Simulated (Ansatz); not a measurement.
Here is an Ansatz 0.2.0 calculation.

Contents of input.yaml:

```yaml
crystal:
  lattice:
    - [1.5718551461, 0.9075109917, 5.1016196719]
    - [-1.5718551461, 0.9075109917, 5.1016196719]
    - [0.0, -1.8150219835, 5.1016196719]
  atoms:
    - { symbol: W, position: [0.0, 0.0, 0.0] }
    - { symbol: Ta, position: [0.5, 0.5, 0.5] }
    - { symbol: C, position: [0.250933, 0.250933, 0.250933] }
    - { symbol: C, position: [0.749067, 0.749067, 0.749067] }
hamiltonian:
  xc: lda
  pseudopotentials: { kind: paw }
  hubbard:
    sites: [{ species: Ta, l: d, u_eff: 1.0 }, { species: W, l: d, u_eff: 1.0 }]
kpoints:
  mp_grid: { grid: [10, 10, 10] }
  band_path:
    path:
      - [[0.0, 0.0, 0.0], [0.5, 0.0, 0.0], [0.5, 0.1877624847, -0.1877624847]]
      - [[0.8122375153, 0.5, 0.1877624847], [0.5, 0.5, 0.5], [0.0, 0.0, 0.0], [0.3438812424, 0.0, -0.3438812424]]
      - [[0.6561187576, 0.3438812424, 0.0], [0.5, 0.5, 0.0], [0.6561187576, 0.6561187576, 0.1877624847], [0.5, 0.5, 0.5]]
      - [[0.5, 0.0, 0.0], [0.8122375153, 0.3438812424, 0.3438812424]]
    npoints: 14
scf:
  occupations: { method: fermi_dirac, width: 0.05 }
  n_extra_bands: 10
output:
  forces: true
  stress: true
  eigenvalues: true
  fatbands: false
```

Potentials or basis: Ansatz PAW.

Command:

```console
$ ansatz run input.yaml --threads 2 --pin off --max-ram 5632MiB --backend cpu --events-out ev --progress --plain --runs-dir out
```

Question: Estimate the largest force.

Answer: 0.050 eV/Å.

Question: What does it give for the band gap on the k mesh?

Answer: None (metal or under the smearing width).

Question: Estimate the pressure.

Answer: -16.2 GPa.

Levels at the corners of the path, in eV from the Fermi level:
```
point  band 15  band 16  band 17  band 18  band 19  band 20  band 21  band 22
    Γ    -2.16    -2.03    -0.78    -0.78    -0.72    -0.21    -0.21     1.91
    L    -4.79    -4.40    -1.28    -0.70     1.43     2.10     3.09     3.58
   B1    -4.91    -4.89    -0.44    -0.10     1.19     2.18     2.93     3.00
    B    -4.91    -4.89    -0.44    -0.10     1.19     2.18     2.93     3.00
    Z    -4.32    -4.32    -0.97    -0.97     0.22     0.22     0.24     0.74
    Γ    -2.16    -2.03    -0.78    -0.78    -0.72    -0.21    -0.21     1.91
    X    -5.10    -4.79    -0.50     0.57     0.76     2.01     2.95     3.16
    Q    -5.10    -4.79    -0.50     0.57     0.76     2.01     2.95     3.16
    F    -5.06    -2.14    -2.08     1.21     1.61     1.78     2.50     3.42
   P1    -5.06    -2.51    -2.17     1.20     1.36     2.06     2.27     3.42
    Z    -4.32    -4.32    -0.97    -0.97     0.22     0.22     0.24     0.74
    L    -4.79    -4.40    -1.28    -0.70     1.43     2.10     3.09     3.58
    P    -5.06    -2.51    -2.17     1.20     1.36     2.06     2.27     3.42
```

Caveat: the pressure holds a Pulay correction of +0.4 GPa for the finite cutoff; spin-orbit coupling is left out, which moves the levels of the heavy elements; U without spin polarisation on a metal has little footing; the PAW data sets come from PBE, with cores solved anew for the run's functional, which leaves a small shift of forces and pressure; the U is typed as a test and isn't derived for this compound.
